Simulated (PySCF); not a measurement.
# RuSCl₂: relaxation and vibrations of the singlet

The task is one start of a wider search on RuSCl₂: the singlet, built as trigonal pyramidal. It is relaxed, tested by its Hessian and followed downhill if it is a saddle.

Program: PySCF 2.14.0. Level of theory: PBE0, basis Ru def2-SVP with ECP28, S def2-SVP, Cl def2-SVP, scalar-relativistic core potentials, no spin–orbit coupling, density fitting. These are calculated values, not measurements.

## (1) The starting structure

4 atoms, charge 0, spin multiplicity 1.

Bond lengths: Ru1–S2 2.080 Å, Ru1–Cl3 2.240 Å, Ru1–Cl4 2.240 Å. Angles: S2–Ru1–Cl3 99.8°, S2–Ru1–Cl4 99.8°, Cl3–Ru1–Cl4 99.8°.

```xyz
4
charge 0 multiplicity 1
Ru    0.0000    0.0000    0.0000
S    -0.9183   -1.5905    0.9765
Cl    1.9778    0.0000    1.0516
Cl   -0.9889    1.7128    1.0516
```

## (2) The SCF at the typed geometry

One driver script runs all steps and calls PySCF; scf.py shows how it sets up the SCF of each step. The optimiser is the driver's own. After this first run the driver tries any further starts and a stability analysis.

Contents of scf.py:

```python
from pyscf import gto, scf, dft
mol = gto.M(atom='''
Ru     0.000000     0.000000     0.000000
S     -0.918300    -1.590500     0.976500
Cl     1.977800     0.000000     1.051600
Cl    -0.988900     1.712800     1.051600''',
    basis={'Ru': 'def2-SVP', 'S': 'def2-SVP', 'Cl': 'def2-SVP'},
    ecp={'Ru': 'def2-SVP'},
    charge=0, spin=0)
mf = dft.RKS(mol, xc='PBE0')
mf.grids.atom_grid = (50, 194)
aux = {'Ru': 'def2-universal-JKFIT', 'S': 'def2-universal-JKFIT', 'Cl': 'def2-universal-JKFIT'}
mf = mf.density_fit(auxbasis=aux)
mf.conv_tol = 1e-08
mf.diis_space = 10
mf.max_cycle = 60
mf.init_guess = 'minao'
mf.verbose = 4
mf.kernel()
```

Run with:

```console
$ OMP_NUM_THREADS=2 python axn.py task.json out
```

The runs that follow: Relaxation: trigonal pyramidal start, singlet; Vibrations and properties at this point.

Before running it: what results should come out? Wanted: minimum; geometry; wavenumbers; dipole moment; highest occupied, lowest empty level; polar-tensor charge of Ru1; zero-point energy; atomisation energy.

As calculated:

| quantity | value |
| --- | --- |
| minimum | singlet, C2v |
| geometry | Ru–Cl 2.197 Å (×2), Ru–S 1.993 Å; Cl–Ru–Cl 119.2°, Cl–Ru–S 120.4° (×2) |
| wavenumbers (cm⁻¹) | 82 (b1), 95 (b2), 107 (a1), 395 (a1), 426 (b2), 619 (a1) |
| dipole moment | 1.78 D |
| highest occupied, lowest empty level | -7.20, -4.75 eV |
| polar-tensor charge of Ru1 | +1.19 e |
| zero-point energy | 10.3 kJ/mol |
| entropy at 298.15 K | 343.0 J/(mol K) |
| atomisation energy (no zero-point energy) | 969 kJ/mol |

**Reading.** The trigonal pyramidal start (Cs) ends in a minimum of C2v symmetry. The strongest infrared band lies at 426 cm⁻¹ (b2, stretch). Only this shape and spin were tried, so other structures or states may lie lower.
